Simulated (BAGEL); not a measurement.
# GaBH4O (SMILES B[O][GaH2]): HF/STO-3G (density fitting with qzvpp-jkfit)

Aim: the vertical ionisation energy of GaBH4O at HF/STO-3G (density fitting with qzvpp-jkfit), from 2 runs. 

Program for the calculation: BAGEL 1.2.2.

2 further runs of the same task are left out: 2 that didn't finish.

## (1) The molecule

The species is GaBH4O (7 atoms), meant as a singlet with charge 0. As SMILES, `B[O][GaH2]`. Geometry: a GFN2-xTB relaxation, a rough one for these elements and not checked as a minimum.

Bond lengths: B1–O2 1.335 Å, O2–Ga3 1.721 Å, B1–H4 1.179 Å, B1–H5 1.179 Å, Ga3–H6 1.545 Å, Ga3–H7 1.545 Å. Angles: B1–O2–Ga3 178.8°, O2–B1–H4 119.5°, O2–B1–H5 119.7°, O2–Ga3–H6 115.9°, O2–Ga3–H7 115.9°, H4–B1–H5 120.7°, H6–Ga3–H7 128.2°.

## (2) The energy at HF/STO-3G (density fitting with qzvpp-jkfit)

The input, hf.json:

```json
{ "bagel" : [

{
  "title" : "molecule",
  "basis" : "sto-3g",
  "df_basis" : "qzvpp-jkfit",
  "angstrom" : true,
  "geometry" : [
    { "atom" : "B", "xyz" : [   -1.175600,    0.053230,   -0.972240 ] },
    { "atom" : "O", "xyz" : [   -0.139280,    0.022360,   -0.131330 ] },
    { "atom" : "Ga", "xyz" : [    1.181600,   -0.043570,    0.969890 ] },
    { "atom" : "H", "xyz" : [   -1.932940,   -0.849740,   -0.994720 ] },
    { "atom" : "H", "xyz" : [   -1.322890,    0.981270,   -1.684200 ] },
    { "atom" : "H", "xyz" : [    0.933020,    0.583150,    2.359830 ] },
    { "atom" : "H", "xyz" : [    2.456080,   -0.746700,    0.452770 ] }
  ]
},
{ "title" : "hf" },
{ "title" : "print", "file" : "orbitals.molden", "orbitals" : true }

]}
```

Command:

```console
BAGEL_NUM_THREADS=1 BAGEL hf.json > hf.out
```

Standard output:

```text
* using 1 threads per process

  ===============================================================
  ===============================================================

  *** Geometry ***

  { "atom" : "B", "xyz" : [     -2.221562,      0.100590,     -1.837267 ] },
  { "atom" : "O", "xyz" : [     -0.263201,      0.042254,     -0.248178 ] },
  { "atom" : "Ga", "xyz" : [      2.232900,     -0.082335,      1.832826 ] },
  { "atom" : "H", "xyz" : [     -3.652727,     -1.605776,     -1.879748 ] },
  { "atom" : "H", "xyz" : [     -2.499900,      1.854332,     -3.182677 ] },
  { "atom" : "H", "xyz" : [      1.763152,      1.101994,      4.459432 ] },
  { "atom" : "H", "xyz" : [      4.641319,     -1.411058,      0.855611 ] },

  Number of auxiliary basis functions:      490

  Since a DF basis is specified, we compute 2- and 3-index integrals:
    o Being stored without compression. Storage requirement is 0.004 GB

  Number of basis functions:       32
  Number of electrons      :       48

    * METHOD: MOLECULE                             0.29

  *** RHF ***

  === Nuclear Repulsion ===
   162.5475989074

      * DIIS with orbital gradients will be used.

  === RHF iteration (sto-3g) ===
      0      -2001.42200999          0.01349687           0.04
      1      -2001.47473435          0.00713331           0.03
      2      -2001.48768944          0.00129687           0.03
      3      -2001.48866784          0.00028235           0.03
      4      -2001.48877858          0.00015783           0.03
      5      -2001.48882947          0.00007119           0.03
      6      -2001.48883985          0.00003961           0.03
      7      -2001.48884392          0.00001245           0.03
      8      -2001.48884424          0.00000326           0.03
      9      -2001.48884425          0.00000120           0.03
     10      -2001.48884426          0.00000041           0.03
     11      -2001.48884426          0.00000029           0.03
     12      -2001.48884426          0.00000021           0.03
     13      -2001.48884426          0.00000013           0.03
     14      -2001.48884426          0.00000007           0.03
     15      -2001.48884426          0.00000003           0.03
     16      -2001.48884426          0.00000002           0.03
     17      -2001.48884426          0.00000001           0.03
     18      -2001.48884426          0.00000001           0.03
    * SCF iteration converged.

    * Permanent dipole moment:
           (   -0.443481,     0.009027,    -0.360286) a.u.

    * METHOD: HF                                   0.80

    * METHOD: PRINT                                0.00

  ===============================================================
```

Run time: 1.3 s. Hardware: 1 thread of Arm Neoverse N1, shared host; peak memory 0.082 GiB.

## (3) The doublet cation at the same level

Changes to hf.json since step 2:

```diff
@@ -17,4 +17,12 @@
 },
-{ "title" : "hf" },
-{ "title" : "print", "file" : "orbitals.molden", "orbitals" : true }
+{
+  "title" : "uhf",
+  "charge" : 1,
+  "nopen" : 1
+},
+{
+  "title" : "print",
+  "file" : "orbitals.molden",
+  "orbitals" : true
+}
```

Command:

```console
BAGEL_NUM_THREADS=1 BAGEL hf.json > hf.out
```

Standard output:

```text
* using 1 threads per process

  ===============================================================
  ===============================================================

  *** Geometry ***

  { "atom" : "B", "xyz" : [     -2.221562,      0.100590,     -1.837267 ] },
  { "atom" : "O", "xyz" : [     -0.263201,      0.042254,     -0.248178 ] },
  { "atom" : "Ga", "xyz" : [      2.232900,     -0.082335,      1.832826 ] },
  { "atom" : "H", "xyz" : [     -3.652727,     -1.605776,     -1.879748 ] },
  { "atom" : "H", "xyz" : [     -2.499900,      1.854332,     -3.182677 ] },
  { "atom" : "H", "xyz" : [      1.763152,      1.101994,      4.459432 ] },
  { "atom" : "H", "xyz" : [      4.641319,     -1.411058,      0.855611 ] },

  Number of auxiliary basis functions:      490

  Since a DF basis is specified, we compute 2- and 3-index integrals:
    o Being stored without compression. Storage requirement is 0.004 GB

  Number of basis functions:       32
  Number of electrons      :       48

    * METHOD: MOLECULE                             0.30

  *** Open-shell HF ***

  === Nuclear Repulsion ===
   162.5475989074

      * DIIS with orbital gradients will be used.

  === UHF iteration (sto-3g) ===
      0      -2001.15308484          0.04587673           0.07
      1      -2001.31684210          0.02097212           0.07
      2      -2001.34194322          0.01259673           0.07
      3      -2001.35372087          0.00260526           0.07
      4      -2001.35572741          0.00070069           0.07
      5      -2001.35586461          0.00021210           0.07
      6      -2001.35587831          0.00004141           0.07
      7      -2001.35587977          0.00001622           0.07
      8      -2001.35588089          0.00000877           0.07
      9      -2001.35588151          0.00000815           0.07
     10      -2001.35588223          0.00000789           0.07
     11      -2001.35588440          0.00000764           0.07
     12      -2001.35589839          0.00002824           0.07
     13      -2001.35589287          0.00000721           0.07
     14      -2001.35590227          0.00005777           0.07
     15      -2001.35589792          0.00018537           0.07
     16      -2001.35588662          0.00025733           0.07
     17      -2001.35588765          0.00023299           0.07
     18      -2001.35589769          0.00007953           0.07
     19      -2001.35589337          0.00004887           0.07
     20      -2001.35589288          0.00000196           0.07
     21      -2001.35589582          0.00000514           0.07
     22      -2001.35589565          0.00000447           0.07
     23      -2001.35589604          0.00000319           0.07
     24      -2001.35589434          0.00000247           0.07
     25      -2001.35589390          0.00000330           0.07
     26      -2001.35589428          0.00000300           0.07
     27      -2001.35589393          0.00000348           0.07
     28      -2001.35589529          0.00000273           0.07
     29      -2001.35589816          0.00000125           0.07
     30      -2001.35589840          0.00000128           0.07
     31      -2001.35589929          0.00000131           0.07
     32      -2001.35589952          0.00000123           0.07
     33      -2001.35590206          0.00000479           0.07
     34      -2001.35590291          0.00000673           0.07
     35      -2001.35590310          0.00000267           0.07
     36      -2001.35590334          0.00000470           0.07
     37      -2001.35590334          0.00000149           0.07
     38      -2001.35590334          0.00000021           0.07
     39      -2001.35590334          0.00000021           0.07
     40      -2001.35590335          0.00000018           0.07
     41      -2001.35590336          0.00000016           0.07
     42      -2001.35590336          0.00000016           0.07
     43      -2001.35590336          0.00000016           0.07
     44      -2001.35590336          0.00000017           0.07
     45      -2001.35590336          0.00000017           0.07
     46      -2001.35590336          0.00000016           0.07
     47      -2001.35590336          0.00000016           0.07
     48      -2001.35590336          0.00000016           0.07
     49      -2001.35590336          0.00000016           0.07
     50      -2001.35590336          0.00000016           0.07
     51      -2001.35590336          0.00000015           0.07
     52      -2001.35590336          0.00000014           0.07
     53      -2001.35590335          0.00000014           0.07
     54      -2001.35590336          0.00000013           0.07
     55      -2001.35590336          0.00000012           0.07
     56      -2001.35590336          0.00000011           0.07
     57      -2001.35590336          0.00000011           0.07
     58      -2001.35590336          0.00000011           0.07
     59      -2001.35590336          0.00000011           0.07
     60      -2001.35590336          0.00000011           0.07
     61      -2001.35590336          0.00000010           0.07
     62      -2001.35590336          0.00000010           0.07
     63      -2001.35590336          0.00000011           0.07
     64      -2001.35590336          0.00000010           0.07
     65      -2001.35590336          0.00000010           0.07
     66      -2001.35590336          0.00000010           0.07
     67      -2001.35590335          0.00000011           0.07
     68      -2001.35590336          0.00000010           0.07
     69      -2001.35590336          0.00000010           0.07
     70      -2001.35590336          0.00000010           0.07
     71      -2001.35590336          0.00000010           0.07
     72      -2001.35590336          0.00000010           0.07
     73      -2001.35590336          0.00000010           0.07
     74      -2001.35590336          0.00000010           0.07
     75      -2001.35590336          0.00000009           0.07
     76      -2001.35590336          0.00000008           0.07
     77      -2001.35590336          0.00000009           0.07
     78      -2001.35590336          0.00000007           0.07
     79      -2001.35590336          0.00000007           0.07
     80      -2001.35590336          0.00000006           0.07
     81      -2001.35590336          0.00000006           0.07
     82      -2001.35590336          0.00000006           0.07
     83      -2001.35590336          0.00000006           0.07
     84      -2001.35590336          0.00000006           0.07
     85      -2001.35590336          0.00000005           0.07
     86      -2001.35590336          0.00000004           0.07
     87      -2001.35590336          0.00000005           0.07
     88      -2001.35590336          0.00000001           0.07
     89      -2001.35590336          0.00000001           0.07
     90      -2001.35590336          0.00000001           0.07
    * SCF iteration converged.

    * S^2 (UHF) is 0.7578

    * Permanent dipole moment:
           (   -0.597256,     0.020139,    -0.492161) a.u.

    * METHOD: UHF                                  6.30

    * METHOD: PRINT                                0.00

  ===============================================================
```

Run time: 6.9 s. Hardware: 1 thread of Arm Neoverse N1, shared host; peak memory 0.082 GiB.

## (4) Summary of results

At HF/STO-3G (density fitting with qzvpp-jkfit):

```
                                                    quantity           value
                                singlet GaBH4O: total energy  -2001.48884 Eh
                               singlet GaBH4O: dipole moment          1.45 D
                                 singlet GaBH4O: HOMO energy        -8.10 eV
                                 singlet GaBH4O: LUMO energy         5.11 eV
                               singlet GaBH4O: HOMO–LUMO gap        13.20 eV
                                doublet cation: total energy  -2001.35590 Eh
                                        doublet cation: ⟨S²⟩           0.758
vertical ionisation energy (to the doublet cation), in doubt        3.618 eV
```

In words: The vertical ionisation energy comes to 3.62 eV (83 kcal/mol). −ε(HOMO) before ionisation, 8.10 eV, is 4.48 eV above this ionisation energy. This value lies far from the orbital energy or is too small for a neutral ground state: the hole may sit in another orbital, or the first species is not in its lowest state. In a minimal basis such a difference can be off by several eV, whatever the method.
